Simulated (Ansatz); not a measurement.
**GaH3 (triplet): the correlation ladder at distance Ga1–H3 = 3.528 Å, aug-cc-pVDZ**

Aim: climb from Hartree-Fock through coupled cluster and multireference methods for GaH3 (triplet) at one geometry and basis, and see what each rung misses.

Method: aug-cc-pVDZ, core rule «outside noble gas», up to 14 orbitals frozen; program: Ansatz 0.2.0, Gaussian basis.

The runs, in order: UHF; CCSD(T) on ROHF; CCSD(T) on UHF; BCCD(T) on ROHF; CISD; CCSDT(Q) on ROHF; CCSDT(Q) on UHF; CCSDTQ on ROHF; CCSDTQ on UHF; CASSCF and MRCISD+Q, 4 electrons in 4 orbitals; CASSCF and NEVPT2, 4 electrons in 4 orbitals; CASSCF and MRCISD+Q, 6 electrons in 7 orbitals; CASSCF and NEVPT2, 6 electrons in 7 orbitals; Full CI.

**1. The system**

The geometry derives from a PBE0/def2-TZVP stationary point (not a proven minimum). One bond is set to the value named and the two fragments are kept rigid. No spin-orbit coupling is included. The filled d shell of Ga may be among the frozen orbitals whatever the setting's name suggests; the logs give the count.

4 atoms, charge 0, spin multiplicity 3.

Atoms are counted from 1 here; the program's logs count them from 0.

Bond lengths: Ga1–H2 1.585 Å, Ga1–H4 1.955 Å. Angles: H2–Ga1–H4 100.5°.

**2. UHF**

Contents of in.yaml:

```yaml
crystal:
  periodic: [false, false, false]
  atoms:
    - {symbol: Ga, position_ang: [-0.004517, 0.030488, -0.066830]}
    - {symbol: H, position_ang: [-0.004517, -1.474837, -0.562608]}
    - {symbol: H, position_ang: [0.726918, -0.416732, 3.355418]}
    - {symbol: H, position_ang: [-0.409935, -0.217396, 1.830046]}
basis:
  gaussian: {orbitals: aug-cc-pVDZ}
magnetization: {spin_polarized: true, initial_magnetization: 2}
hamiltonian: {xc: hf}
output: {orbitals: {seedname: orbitals}}
```

Started as:

```
ansatz run in.yaml --threads 1 --pin off --events-out ev --progress --plain --max-ram 3956MiB --backend cpu
```

Further steps of the session: CCSD(T) on ROHF; CCSD(T) on UHF; BCCD(T) on ROHF; CISD; CCSDT(Q) on ROHF; CCSDT(Q) on UHF; CCSDTQ on ROHF; CCSDTQ on UHF; CASSCF and MRCISD+Q, 4 electrons in 4 orbitals; CASSCF and NEVPT2, 4 electrons in 4 orbitals; CASSCF and MRCISD+Q, 6 electrons in 7 orbitals; CASSCF and NEVPT2, 6 electrons in 7 orbitals; Full CI.

**Question.** What will the summary of the whole plan be? Wanted: FCI below the RHF energy; RMP2 from FCI; UMP2 from FCI; RCCSD from FCI; RCCSD(T) from FCI; UCCSD(T) from FCI; RCCSDT(Q) from FCI; UCCSDT(Q) from FCI; NEVPT2 pair from FCI.

The runs gave:

```
                         quantity                                                                                                                 value
         FCI below the RHF energy                                                                                                            -2.4552 eV
                    RMP2 from FCI                                                                                                          +68.3 kJ/mol
                    UMP2 from FCI                                                                                                          +66.7 kJ/mol
                   RCCSD from FCI                                                                                                           +7.0 kJ/mol
                RCCSD(T) from FCI                                                                                                           +2.0 kJ/mol
                UCCSD(T) from FCI                                                                                                           +1.4 kJ/mol
               RCCSDT(Q) from FCI                                                                                                           -0.1 kJ/mol
               UCCSDT(Q) from FCI                                                                                                           -0.7 kJ/mol
             NEVPT2 pair from FCI                                                                                                          +58.3 kJ/mol
           MRCISD+Q pair from FCI                                                                                                           +0.5 kJ/mol
          NEVPT2 valence from FCI                                                                                                          +42.9 kJ/mol
levels within 1 kcal/mol (43 meV)  RCCSD(T), UCCSD(T), BCCD(T), RCCSDT, UCCSDT, RCCSDT(Q), UCCSDT(Q), RCCSDTQ, UCCSDTQ, MRCISD+Q pair, MRCISD+Q valence
                    T1 diagnostic                                                                                                                 0.029
   effectively unpaired electrons                                                                                                                  2.05
```

**Reading.** RCCSD(T) lands +2.0 kJ/mol from the yardstick (0.9 % of the correlation energy). UCCSDT, UCCSDT(Q), UCCSDTQ fall below full CI: unrestricted runs freeze a spin-polarised core, another one than full CI's, and coupled cluster isn't variational. One determinant dominates. Of the multireference levels listed MRCISD+Q pair comes nearest in total energy (+0.5 kJ/mol), which doesn't show that its space is the better one. These misses are within one basis, not against nature; the frozen cores of restricted and unrestricted runs differ, which can shift their rows.
